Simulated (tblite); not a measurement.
# Ge3H8O2: the cost of one run

Programs: tblite 0.8.0 and PySCF 2.14.0. All values are calculated, for the isolated system unless a continuum is named. Atoms count from 0, parts from 1.

## Step 1: The system as given

13 atoms, charge 0, multiplicity 1; geometry: distance geometry start.

## Step 2: Geometry optimisation with GFN2-xTB

Job settings and geometry (Å):

```
{"job": {"kind": "relax", "xc": "GFN2-xTB", "basis": "xTB"}, "charge": 0, "multiplicity": 1}
Ge    -0.009528    -0.053176    -0.495135
O      1.413230    -1.111622    -0.448754
Ge     2.856749    -0.377168     0.275970
O     -1.195526    -0.469939     0.750744
Ge    -2.786133     0.244108     0.306158
H      0.276172     1.417336    -0.378582
H     -0.722197    -0.367879    -1.831377
H      2.526035     0.906866     1.068820
H      3.467279    -1.451076     1.203093
H      3.944925    -0.053552    -0.790052
H     -3.937827    -0.742289     0.747482
H     -2.821337     0.388030    -1.251609
H     -2.995105     1.682245     0.896176
```

Level: GFN2-xTB geometry optimisation, gas phase.

On the command line:

```bash
OMP_NUM_THREADS=1 python cluster_run.py task.json out
```

The driver reads the jobs from task.json and runs them one after another.

Q: Estimate the wall time of this first job on 1 thread of Arm Neoverse V1, shared host.

About 4.4 s.
